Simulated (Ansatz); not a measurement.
# Li2Pd: properties at the relaxed cell

An exercise on one series of results from a longer session: the logs are not shown, and one member is left open.

Computed with Ansatz 0.2.0 (DFT PBEsol, scalar-relativistic, plane waves, PAW, unless a step's input says otherwise).

## The starting structure

Symmetry: P6/mmm, No. 191, hexagonal system. The conventional cell has a = 4.201 Å, b = 4.201 Å, c = 2.662 Å, α = 90.00°, β = 90.00°, γ = 120.00°. Around Li (site symmetry -6m2) lie 5 Li at 2.43 to 2.66 Å and 6 Pd at 2.77 Å. Pd (site symmetry 6/mmm) is surrounded by 2 Pd at 2.66 Å and 12 Li at 2.77 Å.

Coordinates:

```
CELL_PARAMETERS angstrom
4.20062 0.00000 0.00000
-2.10031 3.63784 0.00000
0.00000 0.00000 2.66201
ATOMIC_POSITIONS crystal
Li 0.33333 0.66667 0.50000
Li 0.66667 0.33333 0.50000
Pd 0.00000 0.00000 0.00000
```

This cell was relaxed beforehand with the same method: volume 13.56 Å³/atom, gap on the mesh none (metal).

Set-up of the first run:

Contents of input.yaml:

```yaml
crystal:
  lattice:
    - [4.1581870576, 0.0, 0.0]
    - [-2.0790935288, 3.6010956255, 0.0]
    - [0.0, 0.0, 2.6351198548]
  atoms:
    - { symbol: Li, position: [0.3333333333, 0.6666666667, 0.5] }
    - { symbol: Li, position: [0.6666666667, 0.3333333333, 0.5] }
    - { symbol: Pd, position: [0.0, 0.0, 0.0] }
basis:
  ecutwfc: 420
kpoints:
  mp_grid: { grid: [12, 12, 16] }
hamiltonian:
  xc: pbesol
scf:
  occupations: { method: gaussian, width: 0.1 }
output:
  forces: true
  stress: true
  eigenvalues: true
relax:
  adjacent_minimum: "off"
  f_tol: 0.01
  max_steps: 30
  cell: { stress_tol: 0.1, fix: [volume] }
```

On the command line:

```
$ ansatz run input.yaml --threads 1 --pin off --max-ram 2560MiB --backend cpu --events-out ev --progress --plain --runs-dir out
```

Among the steps run: Volume × 0.97; Volume × 1.03; Point at V/V0 = 0.94; Point at V/V0 = 1.06; The cell scaled to 0.91 of its volume; The cell scaled to 1.10 of its volume; Volume × 0.88.

One table of the session follows, with a row left open; its other results are not shown here.

It belongs to the step «Fit of the equation of state». 

```
volume (Å³/atom)  energy above the lowest point (meV/atom)  pressure (GPa)
          11.932                                      40.7            8.92
          12.339                                         ?               ?
          12.746                                       9.1            3.77
          13.153                                       2.1            1.73
          13.560                                       0.0            0.00
          13.966                                       2.0           -1.48
          14.373                                       7.5           -2.77
          14.916                                      19.5           -4.19
```

**Question.** Estimate the row for volume (Å³/atom) = 12.339.

Worked estimate for «energy above the lowest point (meV/atom)». A straight line through the neighbours (11.932, 40.7) and (12.746, 9.1) gives 40.7 + (9.1 − 40.7) × (12.339 − 11.932) / (12.746 − 11.932) = 24.9; a parabola fitted to 3 rows on both sides gives 22.0.

**Answer.** energy above the lowest point (meV/atom): 21.6; pressure (GPa): 6.15. In «energy above the lowest point (meV/atom)» the line misses by +3.3 and the parabola by +0.4.
